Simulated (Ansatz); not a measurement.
# Si: the cost of one run

Program: Ansatz 0.2.0. Level of theory: DFT LDA, scalar-relativistic, plane waves, PAW. These are calculated values, not measurements.

2 further runs of the same task are left out: 2 set aside as unsound or not needed.

### Step 1. The structure to begin with

It takes space group P6_3/mmc (No. 194, hexagonal). Conventional cell: a = 2.651 Å, b = 2.651 Å, c = 4.542 Å, α = 90.00°, β = 90.00°, γ = 120.00°. Si (site symmetry -6m2) is surrounded by 12 Si at 2.65 to 2.74 Å.

As a file:

```cif
data_structure
_symmetry_space_group_name_H-M 'P 1'
_symmetry_Int_Tables_number 1
_cell_length_a 5.2589
_cell_length_b 5.2589
_cell_length_c 5.3021
_cell_angle_alpha 104.599
_cell_angle_beta 104.599
_cell_angle_gamma 119.455
_cell_volume 110.57
loop_
_atom_site_label
_atom_site_type_symbol
_atom_site_fract_x
_atom_site_fract_y
_atom_site_fract_z
_atom_site_occupancy
Si1 Si 0.45833 0.20833 0.16667 1
Si2 Si 0.45833 0.20833 0.66667 1
Si3 Si 0.95833 0.70833 0.16667 1
Si4 Si 0.95833 0.70833 0.66667 1
Si5 Si 0.54167 0.79167 0.33333 1
Si6 Si 0.54167 0.79167 0.83333 1
Si7 Si 0.04167 0.29167 0.33333 1
Si8 Si 0.04167 0.29167 0.83333 1
```

It goes back to an entry of the Materials Project, which need not be the stable form.

It is built from the cell relaxed beforehand with the same method (13.82 Å³/atom).

### Step 2. The undisturbed cell

The input, input.yaml:

```yaml
crystal:
  lattice:
    - [-2.6510666864, 0.0, 4.5417424128]
    - [-2.6510666864, 0.0, -4.5417424128]
    - [2.6510666864, -4.591782195, 0.0]
  atoms:
    - { symbol: Si, position: [0.4583333333, 0.2083333333, 0.1666666667] }
    - { symbol: Si, position: [0.4583333333, 0.2083333333, 0.6666666667] }
    - { symbol: Si, position: [0.9583333333, 0.7083333333, 0.1666666667] }
    - { symbol: Si, position: [0.9583333333, 0.7083333333, 0.6666666667] }
    - { symbol: Si, position: [0.5416666667, 0.7916666667, 0.3333333333] }
    - { symbol: Si, position: [0.5416666667, 0.7916666667, 0.8333333333] }
    - { symbol: Si, position: [0.0416666667, 0.2916666667, 0.3333333333] }
    - { symbol: Si, position: [0.0416666667, 0.2916666667, 0.8333333333] }
basis:
  ecutwfc: 420
kpoints:
  mp_grid: { grid: [8, 8, 8] }
hamiltonian:
  xc: lda
scf:
  occupations: { method: gaussian, width: 0.15 }
output:
  forces: true
  stress: true
  eigenvalues: true
```

On the command line:

```
$ ansatz run input.yaml --threads 2 --pin off --max-ram 5120MiB --backend cpu --events-out ev --progress --plain --runs-dir out
```

What time and memory should one allow on 2 threads of Arm Neoverse V2, shared host?

About 6 s, with a peak of 0.46 GiB.
